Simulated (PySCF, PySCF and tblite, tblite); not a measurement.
# C₅H₉NO: a path driven as rotation about a bond, and NMR exchange, part 2 of 2

PySCF and tblite. Atoms count from 0. Earlier steps stand in the parts before.

## 10. Kinetics and line shapes

What the job is given:

```
{"job": {"smiles": "C=CN(C)C(C)=O", "charge": 0, "mult": 1, "motion": "rotation", "what": "enamine", "atoms": [1, 2], "drives": [{"terms": [["t", [0, 1, 2, 3], 0.25], ["t", [0, 1, 2, 4], 0.25], ["t", [9, 1, 2, 3], 0.25], ["t", [9, 1, 2, 4], 0.25]], "by": 180, "n": 12}], "flip": [1, 2], "study": "path", "level": {"kind": "nmr", "xc": "PBE0", "basis": "pcSseg-1"}, "fields": [60, 700, 800], "first": 4, "seed": 902, "kind": "path"}, "charge": 0, "multiplicity": 1}
C      2.200634     0.438802    -0.451413
C      0.874819     0.491061    -0.506073
N      0.005340    -0.260982     0.266929
C      0.575755    -1.190822     1.220811
C     -1.362826    -0.185719     0.191453
C     -1.954069     0.786406    -0.804528
O     -2.068324    -0.875458     0.899492
H      2.748182    -0.204594     0.211428
H      2.786553     1.066592    -1.097141
H      0.400314     1.165183    -1.200202
H     -0.246280    -1.689998     1.730159
H      1.189011    -1.931713     0.706197
H      1.185976    -0.657143     1.950674
H     -1.650393     1.806727    -0.580986
H     -3.036153     0.717268    -0.728550
H     -1.656138     0.533333    -1.819663
```

Log:

```text
stationary points (kcal/mol above the start)
  n  kind          group   xTB      DFT    lowest mode
  0  minimum      Cs       0.00     0.00      84.1
  1  saddle       C1       5.49     7.14    -113.8
  2  minimum      C1       3.27     5.03      83.8

GFN2-xTB energies: T/K, barrier G, reaction G (kcal/mol), k forward, k back (1/s)
 150.00     4.47     2.99   1.93e+06   2.17e+10
 200.00     4.44     2.95   1.16e+08   9.74e+10
 250.00     4.43     2.91    1.4e+09   2.47e+11
 298.15     4.42     2.87   7.15e+09   4.55e+11
 350.00     4.42     2.83   2.53e+10   7.34e+11
 400.00     4.43     2.78    6.3e+10   1.04e+12
 500.00     4.48     2.69   2.29e+11   1.71e+12

PBE0/pcSseg-1 + D3(BJ) energies: T/K, barrier G, reaction G (kcal/mol), k forward, k back (1/s)
 150.00     6.13     4.75   7.43e+03    3.1e+10
 200.00     6.10     4.72   1.79e+06   1.27e+11
 250.00     6.08     4.68   4.99e+07   3.05e+11
 298.15     6.08     4.63   4.36e+08   5.44e+11
 350.00     6.08     4.59   2.33e+09   8.56e+11
 400.00     6.09     4.54   7.83e+09   1.19e+12
 500.00     6.14     4.45   4.31e+10    1.9e+12
```

Run time: 51 s. Hardware: 1 thread of Intel Xeon 6975P-C, shared host; peak memory 0.82 GiB. This counts the whole study up to here.

Barriers by level (kcal/mol; entropies in cal/(mol K)). Zero-point and thermal terms come from xTB in every row. ΔG‡ leaves symmetry out; the rate counts equivalent paths (a factor of 2); effective ΔG‡, where given, is the barrier that would give that rate by Eyring's equation alone:

```
                 level   ΔE‡  with zero-point   ΔH‡   ΔS‡  ΔG‡ (298 K)  ΔE of reaction  k at 298 K (1/s)  effective ΔG‡
              GFN2-xTB  5.49             4.49  4.37  -0.2         4.42            3.27           7.2e+09           4.01
PBE0/pcSseg-1 + D3(BJ)  7.14             6.15  6.03  -0.2         6.08            5.03           4.4e+08           5.67
```

Sites that the driver pairs across this motion, and where their lines would merge (no couplings; faster rotations, inversion at nitrogen or exchange between molecules can average them sooner):

```
nucleus        sites: shielding (ppm)  proton frequency (MHz)  spread (Hz)  coalescence (K)  lines at 298 K
    ¹³C      C0: 92.4; C0 (end): 77.1                     800         3076        not given               –
    ¹³C    C3: 158.7; C3 (end): 152.5                     800         1240        not given               –
    ¹⁷O  O6: -130.8; O6 (end): -120.7                     800         1100        not given               –
    ¹³C      C1: 46.5; C1 (end): 41.9                     800          922        not given               –
    ¹⁵N    N2: 102.8; N2 (end): 110.4                     800          620        not given               –
     ¹H    H8: 27.36; H8 (end): 26.64                     800          578        not given               –
     ¹H    H9: 24.76; H9 (end): 25.32                     800          453        not given               –
     ¹H    H7: 27.35; H7 (end): 26.91                     800          350        not given               –
```

A dash: the driver gave no coalescence for this row (it judged the minor form too scarce).

Rows that set an atom against itself at the end compare its shielding in the two forms.

Lines of quadrupolar nuclei are broad, so their coalescence could hardly be seen.

## 11. Shieldings, start: PBE0/def2-SVP

What the job is given:

```
{"job": {"kind": "nmr", "xc": "PBE0", "basis": "def2-SVP", "pop": false}, "charge": 0, "multiplicity": 1}
C      2.200634     0.438802    -0.451413
C      0.874819     0.491061    -0.506073
N      0.005340    -0.260982     0.266929
C      0.575755    -1.190822     1.220811
C     -1.362826    -0.185719     0.191453
C     -1.954069     0.786406    -0.804528
O     -2.068324    -0.875458     0.899492
H      2.748182    -0.204594     0.211428
H      2.786553     1.066592    -1.097141
H      0.400314     1.165183    -1.200202
H     -0.246280    -1.689998     1.730159
H      1.189011    -1.931713     0.706197
H      1.185976    -0.657143     1.950674
H     -1.650393     1.806727    -0.580986
H     -3.036153     0.717268    -0.728550
H     -1.656138     0.533333    -1.819663
```

Log:

```text
coarse grid: 13160 points
cycle   1  E = -325.0943952902  dE =  1.019e+00  |g| = 8.612e-01  |ddm| = 4.112e+00
cycle   2  E = -324.5430299212  dE =  5.514e-01  |g| = 1.861e+00  |ddm| = 3.324e+00
cycle   3  E = -325.2446637348  dE = -7.016e-01  |g| = 1.699e-01  |ddm| = 2.590e+00
cycle   4  E = -325.2510528603  dE = -6.389e-03  |g| = 6.848e-02  |ddm| = 2.231e-01
cycle   5  E = -325.2520921618  dE = -1.039e-03  |g| = 1.743e-02  |ddm| = 6.771e-02
cycle   6  E = -325.2521624699  dE = -7.031e-05  |g| = 4.601e-03  |ddm| = 1.993e-02
cycle   7  E = -325.2521669071  dE = -4.437e-06  |g| = 1.458e-03  |ddm| = 5.494e-03
final grid: 126592 points
cycle   8  E = -325.3018446578  dE = -2.493e-05  |g| = 1.233e-02  |ddm| = 3.582e-02
cycle   9  E = -325.3017620533  dE =  8.260e-05  |g| = 2.363e-02  |ddm| = 3.254e-02
cycle  10  E = -325.3018769964  dE = -1.149e-04  |g| = 2.522e-03  |ddm| = 2.356e-02
cycle  11  E = -325.3018784090  dE = -1.413e-06  |g| = 1.908e-04  |ddm| = 2.395e-03
cycle  12  E = -325.3018784146  dE = -5.596e-09  |g| = 1.273e-04  |ddm| = 3.974e-04
cycle  13  E = -325.3018784186  dE = -3.986e-09  |g| = 3.584e-05  |ddm| = 1.722e-04
cycle  14  E = -325.3018784189  dE = -3.032e-10  |g| = 1.046e-05  |ddm| = 3.882e-05
converged SCF energy = -325.3018784189

GIAO shielding tensors (ppm)
atom      isotropic    diamagn.    paramagn.     s11        s22        s33       span
  0 C      107.175     254.546    -147.371     31.324    105.545    184.656    153.332
  1 C       64.480     254.805    -190.325    -36.332     79.302    150.469    186.801
  2 N      122.927     328.220    -205.293     37.636    146.690    184.454    146.818
  3 C      169.341     246.246     -76.905    145.341    172.177    190.505     45.164
  4 C       33.328     253.227    -219.899    -49.449     47.400    102.033    151.482
  5 C      175.430     251.367     -75.937    160.636    170.561    195.093     34.457
  6 O      -94.517     392.443    -486.960   -441.730   -172.074    330.254    771.984
  7 H       27.657      33.595      -5.938     25.124     25.683     32.165      7.041
  8 H       27.726      30.699      -2.973     25.715     26.755     30.707      4.992
  9 H       25.081      35.119     -10.037     21.427     23.100     30.717      9.290
 10 H       26.833      31.159      -4.326     21.056     28.052     31.390     10.335
 11 H       29.694      31.367      -1.673     25.713     27.260     36.108     10.395
 12 H       29.693      31.363      -1.671     25.710     27.248     36.120     10.410
 13 H       29.794      31.413      -1.619     25.768     29.443     34.172      8.404
 14 H       29.826      28.356       1.470     25.597     28.575     35.306      9.709
 15 H       29.794      31.395      -1.601     25.780     29.425     34.178      8.398
```

Run time: 10 s. Hardware: 1 thread of Intel Xeon 6975P-C, shared host; peak memory 0.73 GiB.

This run: HOMO -6.52 eV, LUMO -0.09 eV; dipole 2.50 D.

## 12. Single-point energy, saddle of leg 1: PBE0/def2-SVP

What the job is given:

```
{"job": {"kind": "sp", "xc": "PBE0", "basis": "def2-SVP", "pop": false}, "charge": 0, "multiplicity": 1}
C      1.751187     0.395373    -1.045710
C      0.940379     0.696628    -0.049379
N      0.022423    -0.228983     0.501991
C      0.520122    -1.045181     1.588479
C     -1.276964    -0.319929     0.117983
C     -1.670119     0.620045    -1.000111
O     -2.050107    -1.100702     0.633800
H      1.731262    -0.575526    -1.511954
H      2.458733     1.107339    -1.431473
H      0.963777     1.672618     0.428317
H     -0.301925    -1.672272     1.929884
H      1.345464    -1.673098     1.247325
H      0.867721    -0.416054     2.411478
H     -1.446874     1.649426    -0.728165
H     -2.735094     0.515195    -1.186720
H     -1.119985     0.375120    -1.905745
```

Log:

```text
coarse grid: 13160 points
cycle   1  E = -325.0890039696  dE =  9.915e-01  |g| = 8.428e-01  |ddm| = 4.088e+00
cycle   2  E = -324.5331369655  dE =  5.559e-01  |g| = 1.847e+00  |ddm| = 3.440e+00
cycle   3  E = -325.2316486892  dE = -6.985e-01  |g| = 1.803e-01  |ddm| = 2.707e+00
cycle   4  E = -325.2387777655  dE = -7.129e-03  |g| = 7.335e-02  |ddm| = 2.453e-01
cycle   5  E = -325.2399294646  dE = -1.152e-03  |g| = 2.121e-02  |ddm| = 7.158e-02
cycle   6  E = -325.2400205879  dE = -9.112e-05  |g| = 5.897e-03  |ddm| = 2.001e-02
cycle   7  E = -325.2400277071  dE = -7.119e-06  |g| = 1.973e-03  |ddm| = 6.205e-03
final grid: 126592 points
cycle   8  E = -325.2894005501  dE = -1.958e-05  |g| = 1.248e-02  |ddm| = 4.024e-02
cycle   9  E = -325.2893231077  dE =  7.744e-05  |g| = 2.328e-02  |ddm| = 3.324e-02
cycle  10  E = -325.2894330808  dE = -1.100e-04  |g| = 2.689e-03  |ddm| = 2.402e-02
cycle  11  E = -325.2894346618  dE = -1.581e-06  |g| = 4.311e-04  |ddm| = 2.569e-03
cycle  12  E = -325.2894347052  dE = -4.335e-08  |g| = 1.382e-04  |ddm| = 5.402e-04
cycle  13  E = -325.2894347101  dE = -4.976e-09  |g| = 3.218e-05  |ddm| = 1.697e-04
cycle  14  E = -325.2894347104  dE = -2.328e-10  |g| = 9.101e-06  |ddm| = 4.505e-05
converged SCF energy = -325.2894347104
```

Run time: 5.7 s. Hardware: 1 thread of Intel Xeon 6975P-C, shared host; peak memory 0.57 GiB.

This run: HOMO -6.98 eV, LUMO -0.25 eV; dipole 3.67 D.

## 13. Shieldings, end: PBE0/def2-SVP

What the job is given:

```
{"job": {"kind": "nmr", "xc": "PBE0", "basis": "def2-SVP", "pop": false}, "charge": 0, "multiplicity": 1}
C      1.477022     0.721631    -1.211143
C      1.141081     0.520815     0.054923
N      0.102200    -0.264088     0.551742
C      0.404962    -0.950713     1.794599
C     -1.156092    -0.413810     0.030469
C     -1.537816     0.454840    -1.142917
O     -1.948788    -1.186785     0.530817
H      0.957485     0.276777    -2.038871
H      2.313701     1.352107    -1.451686
H      1.745603     0.954591     0.844843
H     -0.489104    -1.485243     2.109990
H      1.218557    -1.663174     1.648525
H      0.691904    -0.231522     2.564534
H     -1.025390     1.411932    -1.126275
H     -2.614386     0.604859    -1.103122
H     -1.310041    -0.060539    -2.073349
```

Log:

```text
coarse grid: 13160 points
cycle   1  E = -325.0873554523  dE =  1.009e+00  |g| = 8.540e-01  |ddm| = 4.089e+00
cycle   2  E = -324.5427847358  dE =  5.446e-01  |g| = 1.845e+00  |ddm| = 3.277e+00
cycle   3  E = -325.2347626158  dE = -6.920e-01  |g| = 1.740e-01  |ddm| = 2.566e+00
cycle   4  E = -325.2415233066  dE = -6.761e-03  |g| = 6.689e-02  |ddm| = 2.302e-01
cycle   5  E = -325.2425265958  dE = -1.003e-03  |g| = 1.550e-02  |ddm| = 6.375e-02
cycle   6  E = -325.2425774255  dE = -5.083e-05  |g| = 4.484e-03  |ddm| = 1.559e-02
cycle   7  E = -325.2425814221  dE = -3.997e-06  |g| = 1.063e-03  |ddm| = 4.371e-03
final grid: 126592 points
cycle   8  E = -325.2932140605  dE = -3.364e-05  |g| = 1.215e-02  |ddm| = 4.513e-02
cycle   9  E = -325.2931414014  dE =  7.266e-05  |g| = 2.256e-02  |ddm| = 3.163e-02
cycle  10  E = -325.2932454166  dE = -1.040e-04  |g| = 2.740e-03  |ddm| = 2.293e-02
cycle  11  E = -325.2932470518  dE = -1.635e-06  |g| = 3.115e-04  |ddm| = 2.550e-03
cycle  12  E = -325.2932470676  dE = -1.574e-08  |g| = 1.952e-04  |ddm| = 5.386e-04
cycle  13  E = -325.2932470771  dE = -9.482e-09  |g| = 3.844e-05  |ddm| = 2.198e-04
cycle  14  E = -325.2932470774  dE = -3.438e-10  |g| = 1.076e-05  |ddm| = 4.827e-05
converged SCF energy = -325.2932470774

GIAO shielding tensors (ppm)
atom      isotropic    diamagn.    paramagn.     s11        s22        s33       span
  0 C       93.267     255.094    -161.827     -0.637    100.850    179.590    180.227
  1 C       60.074     253.754    -193.680    -44.848     85.679    139.390    184.238
  2 N      129.309     327.995    -198.686     36.098    159.309    192.519    156.421
  3 C      163.772     244.316     -80.544    141.690    155.175    194.451     52.761
  4 C       32.899     254.050    -221.151    -50.479     43.143    106.032    156.512
  5 C      174.260     252.081     -77.821    160.636    170.355    191.790     31.154
  6 O      -83.864     392.745    -476.608   -421.727   -174.287    344.422    766.148
  7 H       27.172      34.949      -7.777     23.838     26.272     31.408      7.570
  8 H       26.983      30.318      -3.336     24.959     26.355     29.634      4.676
  9 H       25.614      32.286      -6.672     22.664     24.982     29.196      6.532
 10 H       26.975      30.475      -3.499     21.737     27.920     31.269      9.532
 11 H       29.634      29.615       0.018     25.111     27.635     36.155     11.044
 12 H       29.680      29.795      -0.114     25.285     27.944     35.812     10.527
 13 H       29.280      33.246      -3.966     24.510     30.913     32.418      7.908
 14 H       29.956      29.270       0.686     25.907     28.420     35.543      9.636
 15 H       29.857      31.485      -1.629     26.246     28.656     34.668      8.421
```

Wall time 10 s (1 thread of Intel Xeon 6975P-C, shared host); peak memory 0.74 GiB.

Key values: HOMO -6.63 eV, LUMO -0.10 eV; dipole 2.95 D.

## 14. Second level: PBE0/def2-SVP + D3(BJ)

What the job is given:

```
{"job": {"smiles": "C=CN(C)C(C)=O", "charge": 0, "mult": 1, "motion": "rotation", "what": "enamine", "atoms": [1, 2], "drives": [{"terms": [["t", [0, 1, 2, 3], 0.25], ["t", [0, 1, 2, 4], 0.25], ["t", [9, 1, 2, 3], 0.25], ["t", [9, 1, 2, 4], 0.25]], "by": 180, "n": 12}], "flip": [1, 2], "study": "path", "level": {"kind": "nmr", "xc": "PBE0", "basis": "def2-SVP", "wide": true}, "fields": [60, 700, 800], "first": 4, "seed": 902, "kind": "pathvar"}, "charge": 0, "multiplicity": 1}
C      2.200634     0.438802    -0.451413
C      0.874819     0.491061    -0.506073
N      0.005340    -0.260982     0.266929
C      0.575755    -1.190822     1.220811
C     -1.362826    -0.185719     0.191453
C     -1.954069     0.786406    -0.804528
O     -2.068324    -0.875458     0.899492
H      2.748182    -0.204594     0.211428
H      2.786553     1.066592    -1.097141
H      0.400314     1.165183    -1.200202
H     -0.246280    -1.689998     1.730159
H      1.189011    -1.931713     0.706197
H      1.185976    -0.657143     1.950674
H     -1.650393     1.806727    -0.580986
H     -3.036153     0.717268    -0.728550
H     -1.656138     0.533333    -1.819663
```

Log:

```text
stationary points (kcal/mol above the start)
  n  kind          group   xTB      DFT    lowest mode
  0  minimum      Cs       0.00     0.00      84.1
  1  saddle       C1       5.49     7.69    -113.8
  2  minimum      C1       3.27     5.28      83.8

GFN2-xTB energies: T/K, barrier G, reaction G (kcal/mol), k forward, k back (1/s)
 150.00     4.47     2.99   1.93e+06   2.17e+10
 200.00     4.44     2.95   1.16e+08   9.74e+10
 250.00     4.43     2.91    1.4e+09   2.47e+11
 298.15     4.42     2.87   7.15e+09   4.55e+11
 350.00     4.42     2.83   2.53e+10   7.34e+11
 400.00     4.43     2.78    6.3e+10   1.04e+12
 500.00     4.48     2.69   2.29e+11   1.71e+12

PBE0/pcSseg-1 + D3(BJ) energies: T/K, barrier G, reaction G (kcal/mol), k forward, k back (1/s)
 150.00     6.13     4.75   7.43e+03    3.1e+10
 200.00     6.10     4.72   1.79e+06   1.27e+11
 250.00     6.08     4.68   4.99e+07   3.05e+11
 298.15     6.08     4.63   4.36e+08   5.44e+11
 350.00     6.08     4.59   2.33e+09   8.56e+11
 400.00     6.09     4.54   7.83e+09   1.19e+12
 500.00     6.14     4.45   4.31e+10    1.9e+12

PBE0/def2-SVP + D3(BJ) energies: T/K, barrier G, reaction G (kcal/mol), k forward, k back (1/s)
 150.00     6.67     5.00    1.2e+03   1.17e+10
 200.00     6.64     4.97   4.57e+05   6.12e+10
 250.00     6.63     4.93   1.67e+07    1.7e+11
 298.15     6.62     4.89   1.74e+08   3.33e+11
 350.00     6.62     4.84   1.07e+09   5.63e+11
 400.00     6.63     4.80   3.95e+09   8.25e+11
 500.00     6.68     4.70    2.5e+10   1.42e+12
```

It took 78 s on 1 thread of Intel Xeon 6975P-C, shared host; peak memory 0.82 GiB. This counts the runs that the step sums up.

Barriers by level (kcal/mol; entropies in cal/(mol K)). Zero-point and thermal terms come from xTB in every row. ΔG‡ leaves symmetry out; the rate counts equivalent paths (a factor of 2); effective ΔG‡, where given, is the barrier that would give that rate by Eyring's equation alone:

```
                 level   ΔE‡  with zero-point   ΔH‡   ΔS‡  ΔG‡ (298 K)  ΔE of reaction  k at 298 K (1/s)  effective ΔG‡
              GFN2-xTB  5.49             4.49  4.37  -0.2         4.42            3.27           7.2e+09           4.01
PBE0/pcSseg-1 + D3(BJ)  7.14             6.15  6.03  -0.2         6.08            5.03           4.4e+08           5.67
PBE0/def2-SVP + D3(BJ)  7.69             6.69  6.57  -0.2         6.62            5.28           1.7e+08           6.21
```

## 15. Summary of results

This closing draws on all 2 parts.

| quantity | value |
| --- | --- |
| barrier (PBE0/pcSseg-1 + D3(BJ)) | ΔE‡ 7.1, ΔG‡(298 K) 6.1 kcal/mol |
| barrier (GFN2-xTB) | ΔE‡ 5.5 kcal/mol |
| rate at 298 K | 4.4e+08 s⁻¹ |
| end of the path | 5.0 kcal/mol from the start |

What this shows: DFT puts the top 7.1 kcal/mol above the start (xTB: 5.5); the rate from the DFT barrier is 4.4e+08 s⁻¹ at 298 K. An error of 1.4 kcal/mol changes that rate tenfold. PBE0/def2-SVP + D3(BJ) moves the barrier from 7.1 to 7.7 kcal/mol.
